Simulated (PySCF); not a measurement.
# A diatomic session: GeP

An exercise on one series of results from a longer session: the logs are not shown, and one member is left open.

The runs use PySCF 2.14.0; Ge x2c-TZVPPall, P x2c-TZVPPall, spin-free X2C with a Gaussian nucleus.

Set-up of the first run:

A driver script around PySCF takes these settings:

```
atoms                         : Ge, P
charge                        : 0
basis                         : Ge x2c-TZVPPall, P x2c-TZVPPall
Hamiltonian                   : spin-free X2C with a Gaussian nucleus
basis functions               : 90
electrons treated             : 47
masses in u                   : 73.9212, 30.9738
levels                        : PBE0, PBE, r²SCAN, TPSS, r²SCAN0, M06-2X, TPSSh, ωB97X-V, HF, MP2, SCS-MP2, CCSD, CCSD(T)
grid                          : 80 radial by 434 angular points
occupations                   : held fixed by the projection of orbital angular momentum
dissociation limit            : Ge + P, each in its ground configuration
starting distance in angstrom : 2.225
values of 2S to try           : 1, 3, 5
```

Run with:

```
> OMP_NUM_THREADS=1 python dia.py task.json out
```

Steps of the session up to this table: Set-up; The PBE0 curve of the state that the search chose; Excited determinants; PBE (GGA); r²SCAN (meta-GGA); TPSS (meta-GGA); r²SCAN0 (hybrid meta-GGA); M06-2X (hybrid meta-GGA); TPSSh (hybrid meta-GGA); ωB97X-V (range-separated hybrid); ROHF (mean field); MP2 and coupled cluster.

One of the session's tables, all rows but one given; the rest of the session is left out.

Energy (eV) from each level's lowest point:

| R (Å) | ROHF | ROHF-MP2 | ROHF-SCS-MP2 | ROHF-CCSD | ROHF-CCSD(T) |
| --- | --- | --- | --- | --- | --- |
| 1.845 | 1.291 | 1.386 | 1.404 | n/a | n/a |
| 1.931 | 0.540 | 0.625 | 0.637 | 0.625 | 0.680 |
| 2.016 | 0.140 | 0.201 | 0.207 | 0.199 | 0.235 |
| 2.081 | ? | ? | ? | ? | ? |
| 2.145 | 0.000 | 0.000 | 0.000 | 0.000 | 0.000 |
| 2.209 | 0.073 | 0.035 | 0.032 | 0.037 | 0.017 |
| 2.295 | 0.271 | 0.176 | 0.169 | 0.181 | 0.132 |
| 2.402 | 0.629 | 0.457 | 0.444 | 0.461 | 0.373 |
| 2.531 | 1.149 | 0.880 | 0.859 | 0.877 | 0.740 |
| 2.703 | 1.907 | 1.502 | 1.467 | n/a | n/a |

Q: Estimate the row for R (Å) = 2.081 from the others.

Worked estimate for «ROHF». A straight line through the neighbours (2.016, 0.140) and (2.145, 0.000) gives 0.140 + (0.000 − 0.140) × (2.081 − 2.016) / (2.145 − 2.016) = 0.069; a parabola fitted to 4 rows on both sides gives 0.007.

The run gave: ROHF: 0.014; ROHF-MP2: 0.048; ROHF-SCS-MP2: 0.050; ROHF-CCSD: 0.046; ROHF-CCSD(T): 0.064. In «ROHF» the line misses by +0.055 and the parabola by -0.007.
